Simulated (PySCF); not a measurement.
**[La(H2O)2]3+: forces at shaken geometries**

Aim: move all atoms of relaxed [La(H2O)2]3+ at random and read energies and forces. The structure is generated, not taken from experiment.

Method: B3LYP, La def2-SVP with ECP46, O def2-SVP, H def2-SVP; scalar-relativistic core potentials, no spin–orbit coupling; program: PySCF 2.14.0.

2 further runs of the same task are left out: 2 for a known fault of the program.

### 1 Where the work starts

7 atoms, charge 3, spin multiplicity 1.

Bond lengths: La1–O2 2.382 Å, La1–O5 2.387 Å, O2–H3 0.992 Å, O2–H4 0.993 Å, O5–H6 0.993 Å, O5–H7 0.993 Å. Angles: O2–La1–O5 107.4°, La1–O2–H3 129.3°, La1–O2–H4 127.8°, H3–O2–H4 102.9°, La1–O5–H6 128.6°, La1–O5–H7 128.6°, H6–O5–H7 102.7°.

Geometry (Å):

```xyz
7
charge 3, multiplicity 1
La   -0.8697   -0.8697   -0.0227
O     0.1020    0.1017    1.9235
H     0.8020    0.8016    1.9945
H    -0.1028   -0.1034    2.8737
O     0.1553    0.1557   -1.9187
H     0.9570   -0.1400   -2.4253
H    -0.1404    0.9574   -2.4251
```

Formal oxidation states: La +3. An earlier session relaxed this geometry at B3LYP, La def2-SVP with ECP46, O def2-SVP, H def2-SVP (singlet, point group Cs).

Its energy there is -183.187737 Eh.

### 2 Atoms moved at random, σ = 0.15 Å

Contents of run.py (the lines that set the calculation):

```python
mol = gto.M(atom='''
La    -0.98153    -0.66703    -0.05823
O      0.16159     0.32821     1.96141
H      0.76074     0.77457     2.08046
H     -0.01156    -0.35177     2.77389
O      0.27718     0.26889    -2.04614
H      0.87837    -0.52253    -2.42300
H     -0.18136     1.07308    -2.28840''',
    basis={'La': 'def2-SVP', 'O': 'def2-SVP', 'H': 'def2-SVP'},
    ecp={'La': 'def2-SVP'},
    charge=3, spin=0)
mf = dft.RKS(mol, xc='B3LYP')
mf.grids.atom_grid = (50, 194)  # f atoms: unpruned, at least (60, 302)
mf = mf.density_fit()  # fitting sets: La def2-universal-JKFIT, O def2-universal-JKFIT, H def2-universal-JKFIT
mf.conv_tol = 1e-08; mf.max_cycle = 55
mf.kernel(dm0)  # dm0: the density of the relaxed state
```

Launch:

```
$ OMP_NUM_THREADS=2 python run.py
```

Output:

```text
init E= -182.811374477352
  HOMO = -0.983903242071307  LUMO = -0.739944809171475  gap/eV = 6.63845
cycle= 1 E= -183.023537309214  delta_E= -0.212  |g|= 0.331  |ddm|= 0.812
  HOMO = -0.82846252443353  LUMO = -0.700304018577795  gap/eV = 3.48737
cycle= 2 E= -182.956038624043  delta_E= 0.0675  |g|= 0.659  |ddm|=  0.7
  HOMO = -0.917221861206591  LUMO = -0.687726425218438  gap/eV = 6.24489
cycle= 3 E= -183.045198864974  delta_E= -0.0892  |g|= 0.0475  |ddm|= 0.502
  HOMO = -0.912323818996079  LUMO = -0.691145547382378  gap/eV = 6.01857
cycle= 4 E= -183.045587355213  delta_E= -0.000388  |g|= 0.0226  |ddm|= 0.0504
  HOMO = -0.913810765069096  LUMO = -0.691672449376122  gap/eV = 6.04469
cycle= 5 E= -183.045677929014  delta_E= -9.06e-05  |g|= 0.00526  |ddm|= 0.0176
  HOMO = -0.913693497559328  LUMO = -0.691525320273286  gap/eV = 6.04550
cycle= 6 E= -183.045683433958  delta_E= -5.5e-06  |g|= 0.000519  |ddm|= 0.00394
  HOMO = -0.913793251115125  LUMO = -0.691452238896364  gap/eV = 6.05021
cycle= 7 E= -183.045683512391  delta_E= -7.84e-08  |g|= 9.3e-05  |ddm|= 0.000697
  HOMO = -0.91380547212377  LUMO = -0.69144969820862  gap/eV = 6.05061
cycle= 8 E= -183.045683515086  delta_E= -2.7e-09  |g|= 3.02e-05  |ddm|= 0.000132
  HOMO = -0.91379070039256  LUMO = -0.691455046436862  gap/eV = 6.05006
Extra cycle  E= -183.045683514748  delta_E= 3.38e-10  |g|= 5.29e-05  |ddm|= 7.18e-05
converged SCF energy = -183.045683514748
```

Run time: 2.2 s. Hardware: 2 threads of Arm Neoverse V1, shared host.

It gives: E = -183.045684 Eh (+3.865 eV from the relaxed state), HOMO -24.87 eV, LUMO -18.82 eV, Mulliken charge on La1 +2.26 e, largest force component 21.191 eV/Å. 

| atom | Fx | Fy | Fz (eV/Å) |
| --- | --- | --- | --- |
| La1 | 0.856 | 0.981 | 0.022 |
| O2 | -21.191 | -18.045 | -3.227 |
| H3 | 19.703 | 14.743 | 4.393 |
| H4 | 1.065 | 2.658 | -1.606 |
| O5 | 0.194 | -4.829 | 3.570 |
| H6 | -1.267 | 3.405 | -0.794 |
| H7 | 0.640 | 1.088 | -2.359 |

### 3 Atoms moved at random, σ = 0.03 Å

Contents of run.py (the lines that set the calculation):

```python
mol = gto.M(atom='''
La    -0.86335    -0.87612    -0.02738
O      0.07382     0.08403     1.90582
H      0.78018     0.86395     1.98281
H     -0.11421    -0.13739     2.87608
O      0.18026     0.14414    -1.94180
H      1.03086    -0.09071    -2.38859
H     -0.18413     0.91553    -2.40695''',
    basis={'La': 'def2-SVP', 'O': 'def2-SVP', 'H': 'def2-SVP'},
    ecp={'La': 'def2-SVP'},
    charge=3, spin=0)
mf = dft.RKS(mol, xc='B3LYP')
mf.grids.atom_grid = (50, 194)  # f atoms: unpruned, at least (60, 302)
mf = mf.density_fit()  # fitting sets: La def2-universal-JKFIT, O def2-universal-JKFIT, H def2-universal-JKFIT
mf.conv_tol = 1e-08; mf.max_cycle = 55
mf.kernel(dm0)  # dm0: the density of the relaxed state
```

Launch:

```
$ OMP_NUM_THREADS=2 python run.py
```

Output:

```text
init E= -183.128141032231
  HOMO = -0.933595492737172  LUMO = -0.682898498204638  gap/eV = 6.82181
cycle= 1 E= -183.182660630371  delta_E= -0.0545  |g|= 0.0693  |ddm|= 0.16
  HOMO = -0.912774195235886  LUMO = -0.674685385952803  gap/eV = 6.47873
cycle= 2 E= -183.181002924477  delta_E= 0.00166  |g|= 0.119  |ddm|= 0.12
  HOMO = -0.928409527228127  LUMO = -0.673525913414916  gap/eV = 6.93574
cycle= 3 E= -183.183688776009  delta_E= -0.00269  |g|= 0.00588  |ddm|= 0.0732
  HOMO = -0.928035285423221  LUMO = -0.67355287587731  gap/eV = 6.92482
cycle= 4 E= -183.183694942282  delta_E= -6.17e-06  |g|= 0.000934  |ddm|= 0.00435
  HOMO = -0.928089725904451  LUMO = -0.673616856988876  gap/eV = 6.92456
cycle= 5 E= -183.183695100874  delta_E= -1.59e-07  |g|= 0.000456  |ddm|= 0.000963
  HOMO = -0.927999943695022  LUMO = -0.673616622130678  gap/eV = 6.92212
cycle= 6 E= -183.183695134742  delta_E= -3.39e-08  |g|= 0.000164  |ddm|= 0.000362
  HOMO = -0.928034581341428  LUMO = -0.673609309101279  gap/eV = 6.92326
cycle= 7 E= -183.183695140572  delta_E= -5.83e-09  |g|= 1.46e-05  |ddm|= 0.000144
  HOMO = -0.928031677001598  LUMO = -0.673608446223424  gap/eV = 6.92321
Extra cycle  E= -183.183695140587  delta_E= -1.49e-11  |g|= 1.64e-05  |ddm|= 2.74e-05
converged SCF energy = -183.183695140587
```

Wall time 2.1 s (2 threads of Arm Neoverse V1, shared host).

Read off: E = -183.183695 Eh (+0.110 eV from the relaxed state), HOMO -25.25 eV, LUMO -18.33 eV, Mulliken charge on La1 +2.25 e, largest force component 1.598 eV/Å. 

| atom | Fx | Fy | Fz (eV/Å) |
| --- | --- | --- | --- |
| La1 | -0.017 | -0.107 | -0.247 |
| O2 | 1.329 | 1.498 | 0.940 |
| H3 | -1.426 | -1.598 | -0.076 |
| H4 | 0.181 | 0.197 | -0.702 |
| O5 | -0.032 | -0.792 | 1.029 |
| H6 | 0.017 | 0.142 | -0.243 |
| H7 | -0.052 | 0.660 | -0.701 |

### 4 Atoms moved at random, σ = 0.1 Å

Contents of run.py (the lines that set the calculation):

```python
mol = gto.M(atom='''
La    -1.00213    -0.56769     0.07747
O      0.06680     0.09519     2.03352
H      0.82857     0.67708     1.83095
H     -0.09422    -0.09099     2.95255
O      0.08667     0.09173    -1.87553
H      1.03251    -0.15317    -2.56556
H     -0.01476     0.85128    -2.45341''',
    basis={'La': 'def2-SVP', 'O': 'def2-SVP', 'H': 'def2-SVP'},
    ecp={'La': 'def2-SVP'},
    charge=3, spin=0)
mf = dft.RKS(mol, xc='B3LYP')
mf.grids.atom_grid = (50, 194)  # f atoms: unpruned, at least (60, 302)
mf = mf.density_fit()  # fitting sets: La def2-universal-JKFIT, O def2-universal-JKFIT, H def2-universal-JKFIT
mf.conv_tol = 1e-08; mf.max_cycle = 55
mf.kernel(dm0)  # dm0: the density of the relaxed state
```

Launch:

```
$ OMP_NUM_THREADS=2 python run.py
```

Output:

```text
init E= -182.963175138632
  HOMO = -0.972421646924658  LUMO = -0.707767610181604  gap/eV = 7.20160
cycle= 1 E= -183.138396846547  delta_E= -0.175  |g|= 0.224  |ddm|= 0.506
  HOMO = -0.863134622197311  LUMO = -0.668800945289031  gap/eV = 5.28809
cycle= 2 E= -183.11574431683  delta_E= 0.0227  |g|= 0.415  |ddm|= 0.403
  HOMO = -0.929013768477981  LUMO = -0.6682515209932  gap/eV = 7.09570
cycle= 3 E= -183.149029515178  delta_E= -0.0333  |g|= 0.0144  |ddm|= 0.254
  HOMO = -0.929821343620235  LUMO = -0.669326667261655  gap/eV = 7.08842
cycle= 4 E= -183.149066426894  delta_E= -3.69e-05  |g|= 0.00324  |ddm|= 0.0126
  HOMO = -0.930196258662119  LUMO = -0.66950666731904  gap/eV = 7.09373
cycle= 5 E= -183.149067168312  delta_E= -7.41e-07  |g|= 0.00275  |ddm|= 0.00383
  HOMO = -0.930238147615898  LUMO = -0.66946441597904  gap/eV = 7.09601
cycle= 6 E= -183.149068604688  delta_E= -1.44e-06  |g|= 0.00021  |ddm|= 0.0018
  HOMO = -0.93025732033002  LUMO = -0.669444505236778  gap/eV = 7.09708
cycle= 7 E= -183.149068616143  delta_E= -1.15e-08  |g|= 3.71e-05  |ddm|= 0.000276
  HOMO = -0.930253228674244  LUMO = -0.669443480228975  gap/eV = 7.09699
cycle= 8 E= -183.14906861657  delta_E= -4.27e-10  |g|= 7.36e-06  |ddm|= 4.98e-05
  HOMO = -0.930251282205991  LUMO = -0.669445419147888  gap/eV = 7.09689
Extra cycle  E= -183.149068616568  delta_E= 1.71e-12  |g|= 9.22e-06  |ddm|= 1.7e-05
converged SCF energy = -183.149068616568
```

Run time: 2.2 s. Hardware: 2 threads of Arm Neoverse V1, shared host.

Result: E = -183.149069 Eh (+1.052 eV from the relaxed state), HOMO -25.31 eV, LUMO -18.22 eV, Mulliken charge on La1 +2.22 e, largest force component 4.409 eV/Å. 

| atom | Fx | Fy | Fz (eV/Å) |
| --- | --- | --- | --- |
| La1 | -0.779 | -0.607 | -0.417 |
| O2 | -0.188 | 0.050 | -2.858 |
| H3 | 0.529 | 0.300 | 1.301 |
| H4 | 0.282 | 0.066 | 2.156 |
| O5 | 4.409 | -1.389 | -2.542 |
| H6 | -2.936 | -0.209 | 2.870 |
| H7 | -1.317 | 1.790 | -0.509 |

### 5 Results

| σ (Å) | energy rise (eV) | harmonic estimate −½ F·u (eV) | largest force component (eV/Å) |
| --- | --- | --- | --- |
| 0.15 | 3.865 | 4.506 | 21.19 |
| 0.03 | 0.110 | 0.105 | 1.60 |
| 0.1 | 1.052 | 0.890 | 4.41 |

Every displacement raises the energy. For a harmonic well the rise equals −½ F·u; the two differ by at most 17 % here (a move with σ = 0.15 Å), from anharmonicity, the grid and the small forces left at the relaxed point. These are double-zeta-type bases without diffuse functions. Spin–orbit coupling is left out.
